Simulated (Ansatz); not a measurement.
Predict the output of the script below (Ansatz 0.2.0, Python API).

`run_kconv.py`
```python
# -*- coding: utf-8 -*-
import ansatz
from tabulate import tabulate


def main():
    lattice = ansatz.Lattice.of(
        (0.0, 1.964776, 1.964776),
        (1.964776, 0.0, 1.964776),
        (1.964776, 1.964776, 0.0),
    )
    sites = [
        ("Zn", (0.0, 0.0, 0.0)),
    ]
    cell = ansatz.Crystal(lattice=lattice)
    for symbol, position in sites:
        cell = cell.atom(symbol, position)

    job = (
        cell.calculation()
        .functional(ansatz.Functional.R2SCAN)
        .occupations("Fermi-Dirac", width=0.15)
        .scf(tolerance=1e-07)
    )

    rows = []
    for value in [1.0, 0.6, 0.4, 0.3]:
        summary = job.kpoints(spacing=value).run(threads=1, backend="cpu").report
        rows.append((value, summary["free_energy_ev"] / len(summary["lattice"]["sites"]), summary["n_iterations"], summary["n_kpoints"]))

    print(tabulate(rows, headers=["spacing (1/A)", "F/atom (eV)", "iterations", "k-points"], floatfmt=".4f", tablefmt="simple"))

    for row in rows[:-1]:
        shift = 1000 * (row[1] - rows[-1][1])
        print(f"{row[0]}: {shift:+.2f} meV/atom" + ("  (within 2 meV)" if abs(shift) < 2 else ""))


if __name__ == "__main__":
    main()
```

Output of `python run_kconv.py`:
```text
DeckWarning: basis.ecutwfc = 500 eV, auto-derived from the records' recommended cutoffs: set by Zn (their level for a meta-GGA)
  spacing (1/A)    F/atom (eV)    iterations    k-points
---------------  -------------  ------------  ----------
         1.0000     -3325.3512             6           4
         0.6000     -3325.5951             6          10
         0.4000     -3325.6816             6          20
         0.3000     -3325.6397             6          47
1.0: +288.58 meV/atom
0.6: +44.64 meV/atom
0.4: -41.88 meV/atom
```
(Warnings from the package without file and line.)

Notes:
- The smearing is wide enough that free energy and stress hold a thermal part of the electrons.
- This isn't the structure that Zn takes at ambient conditions.
- Shifts are counted from the finest mesh, which is itself no proven limit.
- The whole script took 3.7 s on 1 thread of Arm Neoverse V1 (shared host), peak memory 0.35 GiB.

(A comment or docstring line of the script was reworded after the run, the code is as it ran; lines on the test bed's own set-up are left out of the output.)
